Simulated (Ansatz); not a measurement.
Born–Oppenheimer molecular dynamics of a periodic cell of 16 atoms, Li (start crystal Li, start structure bcc, volume 1.05 times the crystal's). It goes on from the last frame of an earlier run, with new velocities.

Method: Ansatz 0.2.0, DFT PBEsol, scalar-relativistic, plane waves, PAW. Settings: accuracy low, cutoff 420 eV, k mesh 2x2x2, fermi-dirac smearing 0.16 eV, no spin polarisation.

```
ensemble        : NPT, Langevin
time step       : 1.5 fs
steps asked     : 300
set temperature : 1260 K
friction        : 0.02 /fs
pressure        : 0 GPa
seed            : 932905
```

Frames 30 fs apart, positions in Å, forces in eV/Å.

Velocities at 15.0 fs (Å/ps):

```
Li -9.95 12.32 -12.60
Li 13.06 -26.60 -14.01
Li 15.62 -9.45 2.10
Li -9.80 7.37 -10.19
Li 4.27 -0.54 8.47
Li -8.57 2.57 8.94
Li 20.32 17.48 0.67
Li -7.58 -29.80 6.85
Li -6.18 -28.19 10.96
Li -4.05 7.43 29.97
Li -6.06 12.05 27.98
Li -9.46 0.73 -7.61
Li -4.05 11.08 -23.83
Li -14.81 5.21 -4.33
Li 7.29 -5.62 9.87
Li -9.06 1.35 4.39
```

```xyz
16
Lattice="7.0980 0.0000 0.0000 0.0000 7.0988 0.0000 0.0000 0.0000 7.0722" Properties=species:S:1:pos:R:3:forces:R:3 time_fs=15.0 energy_less_start_eV=-0.863 T=1449
Li -0.227 -0.293 -0.622 -0.78 0.05 0.15
Li 3.878 -0.948 -0.873 0.27 -0.03 -0.04
Li 0.397 2.618 1.122 0.18 0.65 -0.13
Li 0.146 1.056 3.542 0.08 -0.12 -0.72
Li 1.837 0.766 0.418 0.14 0.16 -0.15
Li 3.821 4.057 1.045 -0.28 -0.23 -1.18
Li 3.325 -0.238 2.025 0.40 -0.25 0.33
Li 5.230 1.739 1.426 -0.11 -0.33 -0.20
Li 0.041 4.092 5.081 0.07 0.41 0.03
Li 1.261 5.283 2.094 0.37 -0.18 0.21
Li 2.581 3.071 4.721 -0.28 -0.13 0.80
Li 2.903 2.092 2.530 -0.39 0.14 0.26
Li 6.013 5.651 1.504 -0.33 0.12 0.22
Li 5.455 2.171 4.864 -0.69 -0.25 0.29
Li 1.630 7.059 5.069 0.82 -0.25 -0.78
Li 3.974 4.649 3.244 0.54 0.24 0.91
16
Lattice="7.1289 0.0000 0.0000 0.0000 7.1194 0.0000 0.0000 0.0000 7.0134" Properties=species:S:1:pos:R:3:forces:R:3 time_fs=45.0 energy_less_start_eV=-0.640 T=1104
Li -0.640 0.140 -0.800 0.34 0.17 -0.30
Li 4.445 -1.708 -1.299 0.29 0.46 1.53
Li 0.486 2.890 1.056 -0.24 0.44 -0.59
Li 0.219 1.340 3.108 -0.06 -0.43 0.56
Li 2.117 0.726 0.562 -0.23 -0.06 -0.46
Li 3.561 4.075 0.894 -0.03 -0.10 -0.29
Li 3.920 -0.085 1.985 -1.42 -0.41 1.01
Li 5.339 1.276 1.444 0.36 1.53 -0.48
Li 0.076 3.772 5.160 -0.32 0.29 -0.10
Li 1.329 5.463 2.410 -0.04 0.01 0.07
Li 2.553 3.129 5.128 -0.53 0.03 0.41
Li 2.590 2.416 2.563 0.37 -0.02 0.53
Li 5.625 5.885 1.234 1.07 -1.10 0.09
Li 4.724 2.163 5.100 0.40 -0.39 -0.02
Li 2.149 7.041 4.893 0.06 0.07 -0.17
Li 3.994 5.045 3.853 -0.03 -0.49 -1.81
16
Lattice="7.1313 0.0000 0.0000 0.0000 7.2370 0.0000 0.0000 0.0000 6.9337" Properties=species:S:1:pos:R:3:forces:R:3 time_fs=75.0 energy_less_start_eV=-0.888 T=1208
Li -0.857 0.518 -1.175 0.64 -0.48 -0.06
Li 5.035 -2.129 -0.842 -0.32 0.29 -0.61
Li 0.279 3.547 0.513 0.24 -0.13 0.43
Li 0.655 1.309 3.193 -0.52 -0.01 0.16
Li 2.073 1.017 0.432 -0.20 0.04 -0.21
Li 3.114 3.993 0.321 0.17 0.25 0.90
Li 3.594 -0.298 2.296 -0.07 1.19 -0.79
Li 5.613 1.730 1.211 -0.44 0.06 0.26
Li -0.168 3.793 4.982 -0.48 -0.04 -0.76
Li 1.068 6.009 2.449 -0.07 -0.55 -0.05
Li 2.183 3.401 5.237 0.03 0.02 -0.41
Li 2.559 2.711 2.806 0.53 0.24 -0.36
Li 5.602 5.414 1.395 0.72 0.23 -0.12
Li 4.262 1.844 5.333 0.10 0.48 -0.13
Li 2.692 7.096 4.666 -0.31 -0.30 0.53
Li 4.326 5.190 3.278 -0.01 -1.30 1.20
16
Lattice="7.2715 0.0000 0.0000 0.0000 7.3310 0.0000 0.0000 0.0000 7.0063" Properties=species:S:1:pos:R:3:forces:R:3 time_fs=105.0 energy_less_start_eV=-1.581 T=839
Li -0.911 0.565 -1.458 -0.09 -0.41 0.52
Li 5.134 -2.186 -0.930 -0.13 0.38 0.36
Li 0.218 3.816 0.449 0.66 -0.18 -0.29
Li 0.427 1.250 3.667 0.23 0.33 -0.60
Li 1.765 1.367 0.252 -0.31 -0.21 -0.09
Li 3.376 3.726 0.569 0.03 0.64 -0.08
Li 3.440 0.190 2.238 0.43 -0.02 -0.16
Li 5.651 2.214 1.187 -0.15 -0.27 0.31
Li -0.711 3.636 4.716 0.22 -0.29 -0.25
Li 1.051 6.092 2.909 0.34 -0.46 0.19
Li 1.860 3.441 5.039 0.13 0.31 0.35
Li 2.497 2.930 2.683 -0.28 -0.32 0.00
Li 6.162 5.228 1.809 -0.54 0.52 0.13
Li 4.164 2.167 5.702 0.19 0.10 -0.32
Li 3.208 7.070 5.019 -0.28 -0.23 0.06
Li 4.464 4.433 3.558 -0.45 0.11 -0.12
16
Lattice="7.4082 0.0000 0.0000 0.0000 7.2599 0.0000 0.0000 0.0000 7.1055" Properties=species:S:1:pos:R:3:forces:R:3 time_fs=135.0 energy_less_start_eV=-1.532 T=1072
Li -0.762 0.328 -1.622 0.09 -0.19 0.09
Li 5.354 -2.090 -0.712 0.30 -0.15 0.00
Li 0.492 3.666 0.356 -0.45 0.67 -0.04
Li 0.656 1.512 3.484 -0.14 -0.87 -0.02
Li 1.481 1.465 0.185 0.25 -0.77 -0.34
Li 3.794 4.010 1.150 -0.05 0.12 -0.67
Li 3.685 0.501 2.376 -0.14 -0.26 0.08
Li 5.753 1.956 1.538 0.34 0.16 -0.07
Li -0.946 3.093 4.517 -0.01 0.52 -0.13
Li 1.344 5.742 3.603 0.05 0.29 -0.18
Li 1.785 3.554 4.889 0.25 -0.15 0.72
Li 2.046 2.852 2.372 0.22 0.33 0.04
Li 6.325 5.315 2.594 -0.08 0.12 -0.16
Li 4.513 2.213 5.788 -0.55 0.13 0.22
Li 3.656 6.864 5.245 -0.41 0.13 -0.01
Li 3.903 4.576 3.567 0.34 -0.09 0.47
16
Lattice="7.6388 0.0000 0.0000 0.0000 7.2001 0.0000 0.0000 0.0000 7.1677" Properties=species:S:1:pos:R:3:forces:R:3 time_fs=165.0 energy_less_start_eV=-1.412 T=1209
Li -0.466 -0.122 -1.742 -0.27 0.24 0.13
Li 6.089 -2.151 -0.357 -0.49 0.22 -0.57
Li 0.282 3.871 0.428 0.54 0.00 0.26
Li 0.961 1.094 3.473 0.02 0.01 0.00
Li 1.332 1.123 0.124 0.05 -0.13 0.13
Li 4.112 4.234 1.092 -0.05 0.21 -0.26
Li 3.647 0.468 2.673 0.28 -0.09 -0.05
Li 6.249 2.232 1.683 -0.08 -0.25 -0.69
Li -1.620 2.343 4.010 0.33 0.23 0.45
Li 1.554 5.485 4.223 -0.16 0.53 -0.47
Li 1.678 3.452 5.308 0.10 -0.80 0.25
Li 2.251 3.115 2.233 -0.30 -0.13 0.22
Li 6.583 5.620 2.962 -0.04 -0.02 -0.22
Li 4.558 2.200 6.067 -0.23 0.20 0.45
Li 3.489 6.914 5.662 0.04 -0.27 0.01
Li 4.094 4.433 3.831 0.24 0.05 0.36
16
Lattice="7.7247 0.0000 0.0000 0.0000 7.1645 0.0000 0.0000 0.0000 7.3382" Properties=species:S:1:pos:R:3:forces:R:3 time_fs=195.0 energy_less_start_eV=-0.538 T=1337
Li -0.522 -0.468 -1.818 0.21 1.25 0.45
Li 6.188 -2.022 -0.915 -0.53 -1.13 0.30
Li 1.048 4.483 0.455 -0.14 0.66 0.15
Li 1.120 0.478 3.874 0.25 1.70 -0.40
Li 1.049 0.926 0.012 0.26 -0.34 0.34
Li 4.450 4.290 1.001 -0.09 0.72 0.54
Li 3.961 0.002 2.856 0.02 -0.01 -0.19
Li 6.560 2.106 1.092 0.04 0.03 0.11
Li -1.915 1.873 4.054 0.31 -0.04 0.24
Li 1.809 5.640 4.321 0.33 -1.15 0.37
Li 1.708 3.034 5.895 -0.10 -0.11 -0.64
Li 2.332 3.224 2.360 -0.16 -0.55 0.14
Li 7.035 5.966 3.317 -0.68 -0.70 -1.14
Li 4.250 2.455 6.873 -0.11 -0.41 -0.32
Li 3.532 7.093 6.058 0.14 -0.31 -0.10
Li 4.080 3.978 4.308 0.24 0.38 0.14
16
Lattice="7.9039 0.0000 0.0000 0.0000 7.1053 0.0000 0.0000 0.0000 7.3243" Properties=species:S:1:pos:R:3:forces:R:3 time_fs=225.0 energy_less_start_eV=-1.308 T=1750
Li -0.883 0.002 -1.448 -0.22 -0.13 -0.14
Li 6.260 -2.660 -1.193 1.15 0.12 0.42
Li 1.656 5.083 0.562 0.03 -0.29 0.06
Li 1.487 0.962 3.828 -0.17 -0.42 -0.20
Li 0.868 0.576 0.175 0.86 0.02 0.29
Li 4.761 4.769 1.083 -0.01 -0.20 -0.28
Li 4.208 -0.419 2.638 -0.53 0.29 0.18
Li 6.823 1.991 1.047 -0.25 0.33 0.17
Li -2.063 1.357 3.931 0.08 0.24 -0.09
Li 1.879 4.813 4.793 -0.13 1.08 -0.45
Li 1.811 2.743 5.680 -0.15 -0.67 0.72
Li 2.969 3.068 2.599 0.00 -0.01 0.02
Li 6.815 5.641 2.734 0.43 -0.05 0.17
Li 4.162 2.298 7.442 -0.14 -0.39 -0.11
Li 3.999 6.541 6.167 -0.10 0.14 -0.13
Li 4.609 3.531 5.003 -0.86 -0.05 -0.64
16
Lattice="8.1605 0.0000 0.0000 0.0000 7.0671 0.0000 0.0000 0.0000 7.3492" Properties=species:S:1:pos:R:3:forces:R:3 time_fs=255.0 energy_less_start_eV=-0.796 T=1620
Li -1.480 0.464 -1.233 0.69 0.02 0.55
Li 7.538 -3.396 -1.136 -0.47 0.03 0.10
Li 2.087 5.128 0.374 0.17 -0.33 0.25
Li 1.332 1.410 4.004 -0.23 -0.37 -0.81
Li 0.940 0.523 0.929 0.27 0.11 -0.05
Li 5.213 4.958 0.742 -0.28 -0.73 0.05
Li 4.202 -0.436 2.605 -0.35 0.07 0.22
Li 6.839 1.859 1.449 0.35 0.43 -0.23
Li -1.956 1.139 3.727 -0.13 0.14 0.07
Li 1.722 4.748 5.044 0.08 0.55 -0.66
Li 1.786 2.355 6.044 0.49 -0.12 1.06
Li 3.631 3.145 2.638 -0.33 0.27 0.15
Li 7.133 5.579 1.977 0.52 0.13 0.46
Li 4.497 1.828 8.104 -0.33 -0.37 -0.83
Li 4.694 5.998 6.085 -0.69 0.45 -0.62
Li 4.455 3.428 5.113 0.23 -0.27 0.30
16
Lattice="8.4325 0.0000 0.0000 0.0000 6.9882 0.0000 0.0000 0.0000 7.5114" Properties=species:S:1:pos:R:3:forces:R:3 time_fs=285.0 energy_less_start_eV=-1.372 T=1333
Li -1.673 0.550 -0.919 0.70 -0.31 -0.26
Li 8.206 -3.732 -1.184 -0.22 0.02 0.03
Li 2.494 4.130 0.262 -0.14 1.07 0.28
Li 1.221 1.886 3.812 0.09 0.01 0.09
Li 1.189 0.579 1.123 -0.11 -0.31 0.23
Li 5.478 4.396 0.451 0.03 0.09 0.12
Li 3.975 -0.239 3.072 -0.10 0.02 -0.34
Li 7.129 2.033 1.393 0.63 0.51 0.17
Li -1.727 0.940 3.704 -0.11 -0.13 0.19
Li 1.343 5.278 4.509 0.19 0.09 0.09
Li 2.548 1.993 7.106 0.24 -0.62 -0.87
Li 3.878 3.202 2.759 -0.04 -0.07 -0.18
Li 7.927 5.341 1.989 -0.17 -0.04 0.02
Li 4.996 1.273 8.130 -0.80 -0.10 0.18
Li 4.624 6.010 5.714 -0.33 0.18 0.09
Li 4.806 3.213 5.353 0.14 -0.41 0.15
16
Lattice="8.4771 0.0000 0.0000 0.0000 6.8558 0.0000 0.0000 0.0000 7.5047" Properties=species:S:1:pos:R:3:forces:R:3 time_fs=315.0 energy_less_start_eV=-1.117 T=1438
Li -1.456 0.414 -0.710 0.02 -0.48 -0.08
Li 8.114 -4.070 -1.307 0.22 0.34 -0.30
Li 2.826 4.003 -0.070 -0.42 0.49 0.14
Li 1.540 2.485 3.597 -0.33 -0.06 0.25
Li 0.854 0.573 1.600 0.25 -0.05 -0.28
Li 5.669 4.018 0.274 -0.23 0.33 0.10
Li 3.328 -0.516 3.048 0.19 0.06 -0.46
Li 7.501 2.421 1.302 -0.08 -0.32 0.32
Li -1.830 0.594 3.278 -0.13 -0.02 0.18
Li 0.803 5.952 3.981 -0.08 -0.05 0.64
Li 2.969 1.403 7.378 -1.25 0.02 -0.63
Li 3.848 2.938 2.629 0.46 0.06 -0.17
Li 8.027 4.914 1.689 0.09 0.27 -0.09
Li 4.761 0.864 8.249 1.14 -0.28 0.64
Li 4.244 6.118 5.672 0.11 -0.03 0.07
Li 4.845 2.707 5.579 0.05 -0.28 -0.32
16
Lattice="8.5006 0.0000 0.0000 0.0000 6.7150 0.0000 0.0000 0.0000 7.4593" Properties=species:S:1:pos:R:3:forces:R:3 time_fs=345.0 energy_less_start_eV=-0.867 T=1135
Li -1.431 -0.004 -0.821 0.09 -0.01 0.22
Li 7.984 -4.098 -1.742 -0.07 0.16 0.12
Li 2.463 4.503 -0.023 -0.13 -0.24 0.02
Li 1.707 3.068 3.923 0.07 -0.10 -0.09
Li 1.050 0.845 1.758 0.20 -0.44 0.14
Li 5.722 4.125 0.399 -0.05 0.09 -0.30
Li 2.651 -0.843 2.746 0.55 -0.18 0.09
Li 8.084 2.375 1.426 -0.94 0.09 -0.03
Li -1.861 0.206 3.042 0.31 -0.14 0.79
Li 0.395 6.676 4.319 0.39 -0.12 0.44
Li 2.609 1.016 7.328 -0.25 0.51 -0.10
Li 4.254 3.048 2.294 -0.16 -0.12 0.26
Li 8.315 4.790 1.194 0.27 0.77 0.19
Li 5.220 0.546 8.848 -0.70 0.02 -1.04
Li 4.115 6.340 5.950 0.25 -0.81 -0.53
Li 4.812 2.025 5.611 0.17 0.53 -0.19
```

Of the whole run (450 fs, mean temperature of the second half 1355 K): The conserved energy stayed within 0.32 meV per atom of its start (net change -0.086 meV per atom), so the integration is sound. A run of 0.45 ps of so small a system gives no equilibrium averages. Limits of this set-up: coarse k mesh, low accuracy level. The cell's volume went from 357 to 476 Å³.

Run time: 21 min on 1 thread of Intel(R) Xeon(R) Platinum 8488C (Sapphire Rapids) (shared host), peak memory 0.7 GiB.
